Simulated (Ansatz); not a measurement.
**AlNH2F (SMILES [NH2][Al][F]) at UB3LYP/STO-3G**

Aim: the electronic atomisation energy of AlNH2F at UB3LYP/STO-3G, from 5 runs. 

The calculation is run with Ansatz 0.2.0.

62 further runs of the same task are left out: 3 that didn't finish, 59 set aside as unsound or not needed.

## (1) The structure to begin with

The species is AlNH2F (5 atoms), meant as a doublet with charge 0. SMILES: `[NH2][Al][F]`. Geometry: relaxed at PBE0-D4/def2-TZVP. This is one conformer, not always the lowest.

Bond lengths: N1–Al2 1.765 Å, Al2–F3 1.658 Å, N1–H4 1.007 Å, N1–H5 1.009 Å. Angles: N1–Al2–F3 117.4°, Al2–N1–H4 124.8°, Al2–N1–H5 124.2°, H4–N1–H5 111.0°.

## (2) A single-point energy at UB3LYP/STO-3G

File input.yaml:

```yaml
crystal:
  periodic: [false, false, false]
  atoms:
    - {symbol: "N", position_ang: [-0.384700, 0.499000, -0.263800]}
    - {symbol: Al, position_ang: [0.632000, -0.282800, 0.949500]}
    - {symbol: F, position_ang: [1.228700, -1.786800, 0.590000]}
    - {symbol: H, position_ang: [-0.804300, 1.408300, -0.162700]}
    - {symbol: H, position_ang: [-0.621700, 0.088600, -1.154400]}
basis:
  gaussian:
    orbitals: STO-3G
hamiltonian:
  xc: {name: B3LYP}
accuracy: high
magnetization:
  spin_polarized: true
  initial_magnetization: 1
```

The run is started by

```bash
$ ansatz run input.yaml --threads 1 --pin off --max-ram 2610MiB --events-out events.jsonl --progress --plain --runs-dir runs
```

What it wrote:

```text
Warning: RAYON_NUM_THREADS=1 ignored (pool sized by the plan → 1); use --threads N
Functional definition: B3LYP
  name "B3LYP"
  parameter a0 = 0.2
  parameter ax = 0.72
  parameter ac = 0.81
  exchange = (1 - a0 - ax)*slater_x + ax*b88_x + a0*exact_x
  correlation = (1 - ac)*vwn_rpa_c + ac*lyp_c
378 factors; integrals over basis functions are off by at most 3.4e-8 eV
mean field evaluation 1: about -10693.7850 eV, gradient 2.0e1 eV
mean field evaluation 2: about -10688.7962 eV, gradient 3.6e1 eV
mean field evaluation 4: about -10696.7884 eV, gradient 1.8e0 eV
mean field evaluation 8: about -10696.7962 eV, gradient 2.5e-2 eV
mean field evaluation 16: about -10696.7962 eV, gradient 1.2e-6 eV
mean field -10696.79621408 eV, -393.1000103187 hartree, gradient 4.1e-8 eV, S^2 0.751949; 0 other end points of the search recorded, 0 dependent functions left out
reference -10696.79624070 eV, -393.1000112968 hartree; 16, 15 occupied and 5, 6 virtual orbitals, 378 factors
Total energy: -10696.79624070 eV, -393.1000112968 hartree
```

Run time: 2.2 s. Hardware: 1 thread of Arm Neoverse V1, shared host; peak memory 0.13 GiB.

## (3) The Al atom, same level

File in.yaml:

```yaml
crystal:
  periodic: [false, false, false]
  atoms:
    - {symbol: Al, position_ang: [0.000000, 0.000000, 0.000000]}
basis:
  gaussian: {orbitals: STO-3G}
magnetization: {spin_polarized: true, initial_magnetization: 1}
hamiltonian: {xc: {name: B3LYP}}
accuracy: high
```

Run the same way, it converges to -239.32624 Eh (log not shown).

## (4) The F atom, same level

File job.yaml:

```yaml
crystal:
  periodic: [false, false, false]
  atoms:
    - symbol: F
      position_ang: [0.000000, 0.000000, 0.000000]
basis:
  gaussian:
    orbitals: STO-3G
magnetization:
  spin_polarized: true
  initial_magnetization: 1
hamiltonian:
  xc: {name: B3LYP}
accuracy: high
```

Run the same way, it converges to -98.26898 Eh (log not shown).

## (5) The H atom, same level

File run.yaml:

```yaml
crystal:
  periodic: [false, false, false]
  atoms:
    - {symbol: H, position_ang: [0.000000, 0.000000, 0.000000]}
basis:
  gaussian:
    orbitals: STO-3G
magnetization:
  spin_polarized: true
  initial_magnetization: 1
hamiltonian:
  xc: {name: B3LYP}
accuracy: high
```

Run the same way, it converges to -0.46753 Eh (log not shown).

## (6) The N atom

File input.yaml:

```yaml
basis:
  gaussian: {orbitals: STO-3G}
crystal:
  periodic: [false, false, false]
  atoms:
    - {symbol: N, position_ang: [0.000000, 0.000000, 0.000000]}
magnetization: {spin_polarized: true, initial_magnetization: 3}
hamiltonian: {xc: {name: B3LYP}}
accuracy: high
```

Run the same way, it converges to -53.88620 Eh (log not shown).

## (7) Outcome

At UB3LYP/STO-3G:

| quantity | value |
| --- | --- |
| molecule: total energy | -393.10001 Eh |
| molecule: ⟨S²⟩ | 0.752 |
| Al atom: total energy | -239.32624 Eh |
| Al atom: ⟨S²⟩ | 0.750 |
| F atom: total energy | -98.26898 Eh |
| F atom: ⟨S²⟩ | 0.750 |
| H atom: total energy | -0.46753 Eh |
| H atom: ⟨S²⟩ | 0.750 |
| N atom: total energy | -53.88620 Eh |
| N atom: ⟨S²⟩ | 3.750 |
| electronic atomisation energy | 18.600 eV |

In words: Taking the molecule apart into free atoms costs 18.60 eV (429 kcal/mol), before zero-point energy and without spin-orbit coupling. In a minimal basis such a difference can be off by several eV, whatever the method.
